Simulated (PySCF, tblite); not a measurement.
# C₅H₁₂BN: geometry, infrared bands and NMR shifts

Aim: predict the infrared bands and NMR shifts of C₅H₁₂BN (`C=CCBNCC`).

Programs: tblite 0.8.0 and PySCF 2.14.0, with density-fitted response routines of our own. Each step states its level of theory. These are calculated values for one molecule in the gas phase, unless marked as measured. Atoms are numbered from 0 throughout.

## 1. The molecule as given

19 atoms, charge 0, multiplicity 1; geometry from: force field or distance geometry start.

Bonds of the start (Å): C0–C1 1.32, C1–C2 1.50, C2–B3 1.60, B3–N4 1.52, N4–C5 1.47, C5–C6 1.52, C0–H7 1.09, C0–H8 1.09, C1–H9 1.10, C2–H10 1.10, C2–H11 1.11, B3–H12 1.20, N4–H13 1.04, C5–H14 1.12, C5–H15 1.11, C6–H16 1.11, C6–H17 1.11, C6–H18 1.12.

## 2. Geometry optimisation with GFN2-xTB

The job: settings as JSON, then the geometry in Å.

```
{"job": {"kind": "relax", "xc": "GFN2-xTB", "basis": "xTB"}, "charge": 0, "multiplicity": 1}
C      2.450800     1.110800    -0.353200
C      2.592600     0.154100     0.551300
C      1.730800    -1.073700     0.583100
B      0.279100    -0.711600     1.148600
N     -0.959200    -0.887800     0.283700
C     -1.629700     0.407000     0.100000
C     -2.798700     0.265800    -0.861300
H      3.102400     1.984200    -0.340500
H      1.671500     1.042500    -1.108100
H      3.384900     0.240500     1.303300
H      2.176400    -1.841400     1.234200
H      1.628900    -1.496000    -0.442300
H      0.168400    -0.303600     2.270000
H     -1.602500    -1.526300     0.788100
H     -2.006100     0.798600     1.080900
H     -0.920900     1.154700    -0.316000
H     -3.286300     1.252700    -1.000000
H     -2.444800    -0.116000    -1.841500
H     -3.547300    -0.445000    -0.439400
```

Launch:

```sh
$ OMP_NUM_THREADS=1 python probes_run.py task.json out
```

One launch serves the whole session: the jobs run in the order shown.

**Question.** This job is followed by: GFN2-xTB harmonic vibrations, gas phase; GIAO PBE0/pcSseg-1 NMR shielding, non-relativistic, gas phase. Predict these results of the whole session: strongest single infrared mode (GFN2-xTB); zero-point energy (GFN2-xTB); ¹³C shifts against TMS (PBE0/pcSseg-1); ¹H shifts against TMS (PBE0/pcSseg-1, means over atoms taken as alike); ¹¹B shifts against BF3·OEt2 (PBE0/pcSseg-1); ¹⁵N shifts against NH3 (PBE0/pcSseg-1).

As calculated:

| quantity | value |
| --- | --- |
| strongest single infrared mode (GFN2-xTB) | 2611 cm⁻¹, 174 km/mol |
| zero-point energy (GFN2-xTB) | 102.9 kcal/mol |
| ¹³C shifts against TMS (PBE0/pcSseg-1) | 147.5, 115.7, 48.2, 31.0, 22.6 ppm |
| ¹H shifts against TMS (PBE0/pcSseg-1, means over atoms taken as alike) | 6.18, 5.13, 5.05, 4.96, 4.24, 3.29, 1.79, 1.13 ppm |
| ¹¹B shifts against BF3·OEt2 (PBE0/pcSseg-1) | 37.3 ppm |
| ¹⁵N shifts against NH3 (PBE0/pcSseg-1) | 156.3 ppm |

What this shows: Over 125 steps the energy fell by 1.401 eV; of the close pairs, B3–N4 changed most, 1.521 to 1.377 Å. The lowest mode is imaginary (38i cm⁻¹), so the xTB geometry is not a minimum. The strongest single mode, at 2611 cm⁻¹, moves mainly H12. Unscaled tight-binding wavenumbers are off by several per cent, some by more. Its intensities can rank the bands wrongly. C1 (alkene CH) lies farthest downfield among carbon, at 147.5 ppm; an sp2 carbon of a C=C bond. The most deshielded hydrogen is H9 (hydrogen on an alkene CH), at 6.18 ppm: a vinylic proton, deshielded by the sp2 carbon and the C=C anisotropy. At PBE0/pcSseg-1: The widest tensor belongs to C1: span 253 ppm, with a paramagnetic part of -218 ppm.
